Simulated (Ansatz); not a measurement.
**Cd2SeS: how the settings move a single-point run**

Aim: see which settings change the result for Cd2SeS, by how much, and at what cost. The cell is built on a prototype (ordering on rocksalt) and needn't be the phase found in nature.

Computed with Ansatz 0.2.0 (reference: DFT, PBEsol, plane waves, PAW, unless a step's input says otherwise).

1 further run of the same task is left out (it didn't finish).

## (1) The system as given

The structure is trigonal, space group R-3m (No. 166). The conventional cell has a = 3.939 Å, b = 3.939 Å, c = 19.296 Å, α = 90.00°, β = 90.00°, γ = 120.00°. Around S (site symmetry -3m) lie 6 Cd at 2.75 Å. Around Se (site symmetry -3m) lie 6 Cd at 2.82 Å. Around Cd (site symmetry 3m) lie 3 S at 2.75 Å and 3 Se at 2.82 Å.

Coordinates:

```
CELL_PARAMETERS angstrom
1.96948 1.13708 6.43184
-1.96948 1.13708 6.43184
0.00000 -2.27416 6.43184
ATOMIC_POSITIONS crystal
S 0.00000 0.00000 0.00000
Se 0.50000 0.50000 0.50000
Cd 0.25300 0.25300 0.25300
Cd 0.74700 0.74700 0.74700
```

## (2) The reference run

Input file input.yaml:

```yaml
crystal:
  lattice:
    - [1.9694779008, 1.1370785962, 6.4318416944]
    - [-1.9694779008, 1.1370785962, 6.4318416944]
    - [0.0, -2.2741571924, 6.4318416944]
  atoms:
    - { symbol: S, position: [1.0, 0.0, 0.0] }
    - { symbol: Se, position: [0.5, 0.5, 0.5] }
    - { symbol: Cd, position: [0.2530031832, 0.2530031832, 0.2530031832] }
    - { symbol: Cd, position: [0.7469968168, 0.7469968168, 0.7469968168] }
kpoints:
  mp_grid: { grid: [6, 6, 6] }
hamiltonian:
  xc: pbesol
scf:
  occupations: { method: fermi_dirac, width: 0.02 }
  n_extra_bands: 5
output:
  forces: true
  stress: true
  eigenvalues: true
```

On the command line:

```bash
$ ansatz run input.yaml --threads 4 --pin off --max-ram 3686MiB --backend cpu --events-out ev --progress --plain --runs-dir out
```

## (3) A further run, with the input changed

Edit input.yaml of step 2 so:

```diff
@@ -17,2 +17,4 @@
   n_extra_bands: 5
+  convergence: { dr2_threshold: 0.0001 }
+  max_iter: 93
 output:
```

(Steps that only read results are left out.)

Q: Predict the outcome of this session. Wanted: for each run, ending; energy change; pressure; gap; force.

The runs gave:

| run | ending | energy change | pressure (GPa) | gap (eV) | force (eV/Å) | cycles | time |
| --- | --- | --- | --- | --- | --- | --- | --- |
| reference | converged | 0 | -2.2 | 0.00 | 0.04 | 6 | 2.7 s |
| 1: dr2_threshold 0.0001 | converged | 0.0 meV/atom | -2.2 | 0.00 | 0.04 | 6 | 2.9 s |

Residual by cycle in the longest SCF loop of each run; runs are numbered as in the table. The quantity is the density residual dr2, in eV.

| cycle | reference | run 1 |
| --- | --- | --- |
| 1 | 0.0258 | 0.0258 |
| 2 | 0.0145 | 0.0145 |
| 3 | 1.6e-4 | 1.6e-4 |
| 4 | 1.2e-5 | 1.2e-5 |
| 5 | 2.5e-7 | 2.5e-7 |
| 6 | 2.7e-9 | 2.8e-9 |

What this shows: Energy and cycle count are those of the reference, so the change (convergence setting) left the result and the number of cycles as they were. Semilocal functionals close small gaps, so the missing gap need not be the real solid's.
